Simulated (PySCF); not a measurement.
# C2H6Ti (Ti(CH3)2): the cost of one run

Computed with PySCF 2.14.0 and routines of our own; the level stands in each step. Atoms count from 0.

## 1. The system as given

9 atoms, charge 0, states of the metal's open shell are computed; geometry from: model start, shaken.

## 2. Geometry optimisation at PBE0-D3(BJ)/def2-TZVP

What the job is given:

```
{"job": {"xc": "PBE0", "basis": "def2-TZVP", "d3": "d3bj", "grid": 1, "maxiter": 45, "kind": "geom"}, "charge": 0, "metal": "Ti", "open_shell": "d2"}
Ti     0.000020     0.004480    -0.004110
C     -0.013360    -0.006820     2.065130
H      1.034560     0.020100     2.448840
H     -0.526140     0.902520     2.461580
H     -0.515250    -0.909130     2.455780
C      0.010430    -0.020160    -2.086860
H     -1.062180    -0.019340    -2.483850
H      0.513300     0.876170    -2.452150
H      0.519180    -0.897980    -2.493970
```

Command:

```console
OMP_NUM_THREADS=1 python lf_run.py task.json out
```

This one command runs all jobs of the session in turn.

Q: Estimate the wall time and peak memory of this first job on 1 thread of Arm Neoverse V2, shared host.

About 5.1 min, with a peak of 0.51 GiB.
